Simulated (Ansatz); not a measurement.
**InH3 (SMILES [InH3]): a relaxed scan of the bond length In1–H3**

An exercise on one series of results from a longer session: the logs are not shown, and one member is left open.

The runs use Ansatz 0.2.0, Gaussian basis; single points in def2-TZVPP.

Levels: PBE-D4, r2SCAN-D4, PBE0-D4, B3LYP-D4, wB97M-V, Hartree-Fock, MP2, CCSD, CCSD(T). The scan takes 1.414, 1.486, 1.593, 1.717, 1.855, 2.003, 2.161, 2.327, 2.500 Å.

Cores are frozen in the correlated methods. Filled d shells of the heavier atoms are correlated. Core potentials replace the inner electrons past krypton, and spin-orbit coupling is left out. B3LYP uses VWN-RPA correlation.

119 further runs of the same task are left out: 119 set aside as unsound or not needed.

### Starting geometry

The minimum, relaxed at PBE0-D4: SMILES `[InH3]`, 4 atoms, charge 0, spin multiplicity 1.

Atoms are counted from 1 here; the program's logs count them from 0.

Bond lengths: In1–H2 1.724 Å, In1–H3 1.724 Å, In1–H4 1.724 Å. Angles: H2–In1–H3 120.0°, H2–In1–H4 120.0°, H3–In1–H4 120.0°.

Geometry (Å):

```
In    0.0139   -0.0151   -0.0051
H     0.4155    1.5160    0.6782
H    -1.0956   -0.1073   -1.3214
H     0.7218   -1.4540    0.6280
```

Energies of the minimum (eV), from earlier single points: PBE-D4 -5221.39957, r2SCAN-D4 -5223.45263, PBE0-D4 -5221.50345, B3LYP-D4 -5223.72524, wB97M-V -5219.81980, CCSD(T) -5203.87423.

At the minimum the bond length In1–H3 is 1.724 Å.

The first run:

relax/in.yaml reads:

```yaml
crystal:
  periodic: [false, false, false]
  atoms:
    - {symbol: In, position_ang: [0.013866, -0.015080, -0.005056]}
    - {symbol: H, position_ang: [0.415458, 1.515989, 0.678176]}
    - {symbol: H, position_ang: [-0.896080, -0.090682, -1.084723]}
    - {symbol: H, position_ang: [0.721766, -1.453951, 0.628025]}
basis:
  gaussian: {orbitals: def2-TZVP}
hamiltonian: {xc: pbe0, dispersion: d4}
relax: {f_tol: 0.005, max_steps: 200, constraints: [{distance: [0, 2]}]}
```

Run with:

```sh
> ansatz run in.yaml --threads 2 --pin off --events-out ev --progress --plain --max-ram 4352MiB
```

Steps of the session up to this table: In1–H3 = 1.414 Å; In1–H3 = 1.486 Å; In1–H3 = 1.593 Å; In1–H3 = 1.717 Å; In1–H3 = 1.855 Å; In1–H3 = 2.003 Å; In1–H3 = 2.161 Å; In1–H3 = 2.327 Å; In1–H3 = 2.500 Å.

One of the session's tables, all rows but one given; the rest of the session is left out.

Energies less that of the minimum at the same level (eV):

| bond length (Å) | PBE-D4 | PBE0-D4 | B3LYP-D4 | wB97M-V | Hartree-Fock |
| --- | --- | --- | --- | --- | --- |
| 1.414 | 0.909 | 0.889 | 0.905 | 0.868 | 1.004 |
| 1.486 | 0.489 | 0.469 | 0.482 | 0.451 | 0.543 |
| 1.593 | 0.135 | 0.122 | 0.129 | 0.110 | 0.152 |
| 1.717 | 0.001 | 0.000 | 0.001 | 0.000 | 0.001 |
| 1.724 (minimum) | 0.000 | 0.000 | 0.000 | 0.000 | 0.000 |
| 1.855 | ? | ? | ? | ? | ? |
| 2.003 | 0.278 | 0.324 | 0.303 | 0.355 | 0.321 |
| 2.161 | 0.579 | 0.658 | 0.618 | 0.715 | 0.683 |
| 2.327 | 0.935 | 1.050 | 0.991 | 1.132 | 1.112 |
| 2.500 | 1.314 | 1.467 | 1.392 | 1.571 | 1.573 |

Q: Estimate the row for bond length (Å) = 1.855 from the others.

The run gave: PBE-D4: 0.066; PBE0-D4: 0.086; B3LYP-D4: 0.077; wB97M-V: 0.099; Hartree-Fock: 0.075.

Limits of these values: A polynomial through the near points puts the CCSD(T) minimum 0.006 Å below the PBE0-D4 value.
